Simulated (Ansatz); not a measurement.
**ClFMoO₂: ionisation energy by level of theory**

An exercise on one series of results from a longer session: the logs are not shown, and one member is left open.

Method: unrestricted cation, the program's frozen cores in correlated methods; program: Ansatz 0.2.0, Gaussian basis.

Levels to be run: UKS PBE-D4/def2-TZVPP; UKS r2SCAN-D4/def2-TZVPP; UKS PBE0-D4/def2-TZVPP; UKS B3LYP-D4/def2-TZVPP; UKS wB97X-V/def2-TZVPP; UKS wB97M-V/def2-TZVPP; UKS B2PLYP/def2-TZVPP; UHF-CCSD(T)/def2-TZVPP; UHF-MP2/def2-QZVPP; extrapolation to the limit; then −ε(HOMO) from the neutral's earlier runs with LDA (SPW92), PBE-D4, revPBE-D4, BLYP-D4, r2SCAN-D4, B97M-V, PBE0-D4, B3LYP-D4, r2SCANh-D4, r2SCAN0-D4, HSE06-D4, BHLYP-D4, CAM-B3LYP-D4, LC-ωPBE, ωB97X-V, ωB97M-V.

## Structure used throughout

An earlier PBE0-D4 in a triple-zeta def2 set relaxation fixed the geometry. Mo takes the def2 core potential; no spin-orbit term is included.

SMILES `[O]=[Mo](=[O])([F])[Cl]`, 5 atoms, charge 0, spin multiplicity 1.

Atoms are counted from 1 here; the program's logs count them from 0.

Bond lengths: O1–Mo2 1.663 Å, Mo2–O3 1.663 Å, Mo2–F4 1.836 Å, Mo2–Cl5 2.242 Å. Angles: O1–Mo2–O3 106.6°, O1–Mo2–F4 110.1°, O1–Mo2–Cl5 109.2°, O3–Mo2–F4 110.1°, O3–Mo2–Cl5 109.2°, F4–Mo2–Cl5 111.5°.

Geometry (Å):

```
O    -0.5505   -0.1624    1.5911
Mo    0.0063   -0.1038    0.0254
O     1.4964   -0.8415    0.0237
F    -1.1442   -1.0040   -1.0870
Cl    0.2420    2.0380   -0.5946
```

The first run:

Input file in.yaml:

```yaml
crystal:
  periodic: [false, false, false]
  atoms:
    - {symbol: O, position_ang: [-0.550499, -0.162399, 1.591086]}
    - {symbol: Mo, position_ang: [0.006268, -0.103759, 0.025437]}
    - {symbol: O, position_ang: [1.496361, -0.841528, 0.023675]}
    - {symbol: F, position_ang: [-1.144242, -1.004011, -1.086958]}
    - {symbol: Cl, position_ang: [0.242013, 2.037996, -0.594639]}
basis:
  gaussian: {orbitals: def2-TZVPP}
total_charge: 1
magnetization: {spin_polarized: true, initial_magnetization: 1}
hamiltonian: {xc: pbe, dispersion: d4}
```

Started as:

```
$ ansatz run in.yaml --threads 2 --pin off --events-out ev --progress --plain --max-ram 32768MiB --backend cpu
```

Steps of the session up to this table: Cation, UKS PBE-D4/def2-TZVPP; Cation, UKS r2SCAN-D4/def2-TZVPP; Cation, UKS PBE0-D4/def2-TZVPP; Cation, UKS B3LYP-D4/def2-TZVPP; Cation, UKS wB97X-V/def2-TZVPP; Cation, UKS wB97M-V/def2-TZVPP; Cation, UKS B2PLYP (frozen core)/def2-TZVPP; Cation, UHF-CCSD(T)/def2-TZVPP; Cation, UHF-MP2/def2-QZVPP.

One of the session's tables, all rows but one given; the rest of the session is left out.

It belongs to the step «Ionisation energies side by side». For comparison, −ε(HOMO) of the neutral from earlier runs:

| functional | −ε(HOMO) (eV) |
| --- | --- |
| LDA (SPW92) | 8.59 |
| PBE-D4 | 8.35 |
| revPBE-D4 | 8.27 |
| BLYP-D4 | 8.24 |
| r2SCAN-D4 | 8.76 |
| B97M-V | 8.83 |
| PBE0-D4 | 10.00 |
| B3LYP-D4 | 9.73 |
| r2SCANh-D4 | 9.37 |
| r2SCAN0-D4 | ? |
| HSE06-D4 | 9.59 |
| BHLYP-D4 | 11.48 |
| CAM-B3LYP-D4 | 11.43 |
| LC-ωPBE | 12.76 |
| ωB97X-V | 12.41 |
| ωB97M-V | 12.30 |

**Question.** Estimate the row for r2SCAN0-D4.

Worked estimate for «−ε(HOMO) (eV)». Against the share of exact exchange, r2SCAN-D4 (0, 8.76), r2SCANh-D4 (0.1, 9.37) give a slope of 6.10 per unit share; at 0.25 the line stands at 10.28.

The run gave: −ε(HOMO) (eV): 10.29. In «−ε(HOMO) (eV)» the line misses by -0.01.
